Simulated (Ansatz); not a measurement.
**GeH4Cl radical (built from SMILES Cl.[GeH3]): search for a transition state**

Wanted: the transition state of a hydrogen abstraction (form H1–Ge3 and break H1–Cl2). The guess is relaxed with those distances held, a saddle search follows, and vibrations and two downhill relaxations check it.

The runs use Ansatz 0.2.0, Gaussian basis; PBE0-D4, def2-SVP first, then def2-TZVP.

173 further runs of the same task are left out: 2 that didn't finish, 171 set aside as unsound or not needed.

### 1 The starting structure

The guess: 6 atoms, charge 0, spin multiplicity 2.

Atoms are counted from 1 here; the program's logs count them from 0.

Bond lengths: Ge3–H4 1.703 Å, Ge3–H5 1.556 Å, Ge3–H6 1.553 Å. Angles: H4–Ge3–H5 98.1°, H4–Ge3–H6 99.4°, H5–Ge3–H6 103.1°.

Coordinates:

```csv
atom,x (Å),y (Å),z (Å)
H1,-0.5366,0.2103,0.7692
Cl2,-1.8366,-0.7798,0.1370
Ge3,1.1295,0.2690,-0.3291
H4,0.3160,0.7304,1.0938
H5,0.1029,0.8239,-1.3576
H6,0.8248,-1.2539,-0.3135
```

Distances that are to change: H1–Ge3 2.00 Å, H1–Cl2 1.75 Å.

### 2 Constrained relaxation of the guess

Contents of hold/in.yaml:

```yaml
crystal:
  periodic: [false, false, false]
  atoms:
    - {symbol: H, position_ang: [-0.536600, 0.210300, 0.769200]}
    - {symbol: Cl, position_ang: [-1.836600, -0.779800, 0.137000]}
    - {symbol: Ge, position_ang: [1.129500, 0.269000, -0.329100]}
    - {symbol: H, position_ang: [0.316000, 0.730400, 1.093800]}
    - {symbol: H, position_ang: [0.102900, 0.823900, -1.357600]}
    - {symbol: H, position_ang: [0.824800, -1.253900, -0.313500]}
basis:
  gaussian: {orbitals: def2-SVP}
magnetization: {spin_polarized: true, initial_magnetization: 1}
hamiltonian: {xc: pbe0, dispersion: d4}
relax: {f_tol: 0.04, max_steps: 150, escape_saddle: false, constraints: [{distance: [0, 2]}, {distance: [0, 1]}]}
```

The run is started by

```
ansatz run in.yaml --threads 4 --pin off --events-out ev --progress --plain --max-ram 9574MiB
```

After this run come: A starting Hessian; Saddle search in the small basis; Saddle search in triple zeta; Checking the order of the point; Relaxing after a step of 0.30 Å one way along the mode; Relaxing after a step of 0.30 Å the other way along the mode.

What does the calculation give? Wanted: imaginary mode; barrier from the start side; barrier from the end side; energy of the step; pairs that change; zero-point energy at the saddle.

As calculated:

```
                       quantity                                                                     value
                 imaginary mode                                                                 749i cm⁻¹
    barrier from the start side                                                             36.0 kcal/mol
      barrier from the end side                                                             13.2 kcal/mol
             energy of the step                                                            +22.7 kcal/mol
              pairs that change  H1–H4 formed, Cl2–H5 formed, H1–Cl2 broken, Ge3–H4 broken, Ge3–H5 broken
zero-point energy at the saddle                                                                  0.742 eV
```

The point has a single imaginary mode (749i cm⁻¹), as a transition state must. The two relaxations don't end on the planned structures: the search found another step. At PBE0-D4/def2-TZVP the electronic barrier is 36.0 kcal/mol, about 61 kT at 298 K, and the step runs 22.7 kcal/mol uphill. These are plain relaxations, not an intrinsic reaction coordinate.
